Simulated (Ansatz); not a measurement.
# SiH2F2 (SMILES F[SiH2]F) at CAM-B3LYP/aug-cc-pVDZ

What is the electronic atomisation energy of SiH2F2 at CAM-B3LYP/aug-cc-pVDZ? 

The results are computed with Ansatz 0.2.0.

53 further runs of the same task are left out: 53 set aside as unsound or not needed.

### Step 1. Starting point

SiH2F2 has 5 atoms, charge 0, and is taken as a singlet. SMILES: `F[SiH2]F`. Geometry: relaxed at PBE0-D4/def2-TZVP.

Bond lengths: F1–Si2 1.586 Å, Si2–F3 1.586 Å, Si2–H4 1.474 Å, Si2–H5 1.474 Å. Angles: F1–Si2–F3 108.0°, F1–Si2–H4 108.5°, F1–Si2–H5 108.5°, F3–Si2–H4 108.5°, F3–Si2–H5 108.5°, H4–Si2–H5 114.6°.

### Step 2. The energy at CAM-B3LYP/aug-cc-pVDZ

The input, in.yaml:

```yaml
crystal:
  periodic: [false, false, false]
  atoms:
    - {symbol: F, position_ang: [-1.079010, 0.538200, 0.980720]}
    - {symbol: Si, position_ang: [-0.005220, -0.000540, -0.054090]}
    - {symbol: F, position_ang: [1.247630, -0.520590, 0.766910]}
    - {symbol: H, position_ang: [-0.590470, -1.138740, -0.786300]}
    - {symbol: H, position_ang: [0.427070, 1.121680, -0.907250]}
basis:
  gaussian: {orbitals: aug-cc-pVDZ}
hamiltonian: {xc: {name: CAM-B3LYP}}
accuracy: high
output: {orbitals: {seedname: orbitals}}
```

Started as:

```sh
$ ansatz run in.yaml --threads 1 --pin off --max-ram 3480MiB --events-out events.jsonl --progress --plain --runs-dir runs
```

What it wrote:

```text
Warning: RAYON_NUM_THREADS=1 ignored (pool sized by the plan → 1); use --threads N
Functional definition: CAM-B3LYP
  name "CAM-B3LYP"
  parameter alpha = 0.19
  parameter beta = 0.46
  parameter omega = 0.33/bohr
  parameter ac = 0.81
  exchange = (1 - alpha - beta)*b88_x + beta*b88_x_sr(omega) + alpha*exact_x + beta*exact_x_lr(omega)
  correlation = (1 - ac)*vwn5_c + ac*lyp_c
1837 factors; integrals over basis functions are off by at most 3.7e-9 eV
447 factors; integrals over basis functions are off by at most 2.3e-9 eV
mean field evaluation 1: about -13343.7962 eV, gradient 4.2e1 eV
mean field evaluation 2: about -13341.9944 eV, gradient 5.6e1 eV
mean field evaluation 4: about -13346.3738 eV, gradient 7.5e-1 eV
mean field evaluation 8: about -13346.4278 eV, gradient 2.6e-2 eV
mean field evaluation 16: about -13346.4278 eV, gradient 5.3e-6 eV
mean field -13346.42781953 eV, -490.4721758340 hartree, gradient 4.2e-8 eV, S^2 0.000000; 0 other end points of the search recorded, 0 dependent functions left out
reference -13346.42784076 eV, -490.4721766143 hartree; 17, 17 occupied and 74, 74 virtual orbitals, 1837 factors
Total energy: -13346.42784076 eV, -490.4721766143 hartree
```

Wall time 3.9 s (1 thread of Intel Xeon 6975P-C (Granite Rapids), shared host); peak memory 0.31 GiB.

### Step 3. The F atom

The input, molecule.yaml:

```yaml
crystal:
  periodic: [false, false, false]
  atoms:
    - {symbol: F, position_ang: [0.000000, 0.000000, 0.000000]}
basis:
  gaussian:
    orbitals: aug-cc-pVDZ
accuracy: high
hamiltonian:
  xc: {name: CAM-B3LYP}
magnetization:
  spin_polarized: true
  initial_magnetization: 1
```

Started as:

```sh
$ ansatz run molecule.yaml --threads 1 --pin off --max-ram 3480MiB --events-out events.jsonl --progress --plain --runs-dir runs
```

What it wrote:

```text
Warning: RAYON_NUM_THREADS=1 ignored (pool sized by the plan → 1); use --threads N
Functional definition: CAM-B3LYP
  name "CAM-B3LYP"
  parameter alpha = 0.19
  parameter beta = 0.46
  parameter omega = 0.33/bohr
  parameter ac = 0.81
  exchange = (1 - alpha - beta)*b88_x + beta*b88_x_sr(omega) + alpha*exact_x + beta*exact_x_lr(omega)
  correlation = (1 - ac)*vwn5_c + ac*lyp_c
199 factors; integrals over basis functions are off by at most 2.8e-9 eV
80 factors; integrals over basis functions are off by at most 8.2e-10 eV
mean field evaluation 1: about -2713.3544 eV, gradient 4.5e0 eV
mean field evaluation 2: about -2713.4067 eV, gradient 1.4e0 eV
mean field evaluation 4: about -2713.4131 eV, gradient 3.7e-2 eV
mean field evaluation 8: about -2713.4132 eV, gradient 7.6e-4 eV
mean field evaluation 16: about -2713.4132 eV, gradient 2.9e-9 eV
mean field -2713.41321586 eV, -99.7160964655 hartree, gradient 2.9e-9 eV, S^2 0.751521; 0 other end points of the search recorded, 0 dependent functions left out
reference -2713.41322729 eV, -99.7160968852 hartree; 5, 4 occupied and 18, 19 virtual orbitals, 199 factors
Total energy: -2713.41322729 eV, -99.7160968852 hartree
```

It took 0.26 s on 1 thread of Intel Xeon 6975P-C (Granite Rapids), shared host.

### Step 4. The H atom, same level

The input, job.yaml:

```yaml
basis:
  gaussian: {orbitals: aug-cc-pVDZ}
crystal:
  periodic: [false, false, false]
  atoms:
    - {symbol: H, position_ang: [0.000000, 0.000000, 0.000000]}
magnetization: {spin_polarized: true, initial_magnetization: 1}
hamiltonian: {xc: {name: CAM-B3LYP}}
accuracy: high
```

Run the same way, it converges to -0.49832 Eh (log not shown).

### Step 5. The Si atom, same level

The input, in.yaml:

```yaml
basis:
  gaussian:
    orbitals: aug-cc-pVDZ
crystal:
  periodic: [false, false, false]
  atoms:
    - symbol: Si
      position_ang: [0.000000, 0.000000, 0.000000]
hamiltonian:
  xc: {name: CAM-B3LYP}
magnetization:
  spin_polarized: true
  initial_magnetization: 2
accuracy: high
```

Run the same way, it converges to -289.37447 Eh (log not shown).

### Step 6. Summary of results

Level: CAM-B3LYP/aug-cc-pVDZ.

| quantity | value |
| --- | --- |
| molecule: total energy | -490.47218 Eh |
| molecule: HOMO energy | -11.37 eV |
| molecule: LUMO energy | 0.50 eV |
| molecule: HOMO–LUMO gap | 11.86 eV |
| F atom: total energy | -99.71610 Eh |
| F atom: ⟨S²⟩ | 0.752 |
| H atom: total energy | -0.49832 Eh |
| H atom: ⟨S²⟩ | 0.750 |
| Si atom: total energy | -289.37447 Eh |
| Si atom: ⟨S²⟩ | 2.004 |
| electronic atomisation energy | 18.201 eV |

What this shows: Taking the molecule apart into free atoms costs 18.20 eV (420 kcal/mol), before zero-point energy and without spin-orbit coupling.
